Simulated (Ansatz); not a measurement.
# ZnGe2N: the cost of one run

Computed with Ansatz 0.2.0 (DFT PBE, scalar-relativistic, plane waves, PAW, unless a step's input says otherwise).

1 further run of the same task is left out (it didn't finish).

**1. The structure to begin with**

It takes space group P6mm (No. 183, hexagonal). The conventional cell has a = 4.202 Å, b = 4.202 Å, c = 4.059 Å, α = 90.00°, β = 90.00°, γ = 120.00°. Zn (site symmetry 6mm) is surrounded by 2 N at 1.99 to 2.07 Å. Around Ge (site symmetry 3m) lie 3 Ge at 2.43 Å and 3 N at 2.45 Å. N (site symmetry 6mm) is surrounded by 2 Zn at 1.99 to 2.07 Å and 6 Ge at 2.45 Å.

Coordinates:

```cif
data_structure
_symmetry_space_group_name_H-M 'P6mm'
_symmetry_Int_Tables_number 183
_cell_length_a 4.2018
_cell_length_b 4.2018
_cell_length_c 4.0588
_cell_angle_alpha 90.000
_cell_angle_beta 90.000
_cell_angle_gamma 120.000
_cell_volume 62.06
loop_
_atom_site_label
_atom_site_type_symbol
_atom_site_symmetry_multiplicity
_atom_site_Wyckoff_symbol
_atom_site_fract_x
_atom_site_fract_y
_atom_site_fract_z
_atom_site_occupancy
Zn1 Zn 1 a 0.00000 0.00000 0.25149 1
Ge1 Ge 2 b 0.33333 0.66667 0.64929 1
N1 N 1 a 0.00000 0.00000 0.74176 1
```

The cell is invented: random cell by space group and Wyckoff sites (P6mm, No. 183). Lengths come from tabulated atomic sizes and are only a guess.

**2. Probe: one point on a coarse mesh**

File input.yaml:

```yaml
crystal:
  lattice:
    - [4.20184225, 0.0, 0.0]
    - [-2.10092113, 3.63890213, 0.0]
    - [0.0, 0.0, 4.05877664]
  atoms:
    - { symbol: Zn, position: [0.0, 0.0, 0.25148613] }
    - { symbol: Ge, position: [0.33333333, 0.66666667, 0.64929272] }
    - { symbol: Ge, position: [0.66666667, 0.33333333, 0.64929272] }
    - { symbol: "N", position: [0.0, 0.0, 0.74176021] }
basis:
  ecutwfc: 420
kpoints:
  mp_grid: { grid: [6, 6, 4] }
hamiltonian:
  xc: pbe
scf:
  occupations: { method: gaussian, width: 0.1 }
  lower_state_search: "off"
output:
  forces: true
  stress: true
  eigenvalues: true
```

Launch:

```bash
$ ansatz run input.yaml --threads 1 --pin off --max-ram 2560MiB --backend cpu --events-out ev --progress --plain --runs-dir out
```

**Question.** How long does this run take on 1 thread of Arm Neoverse V2, shared host, and how much memory does it need?

About 3.5 s, with a peak of 0.31 GiB.
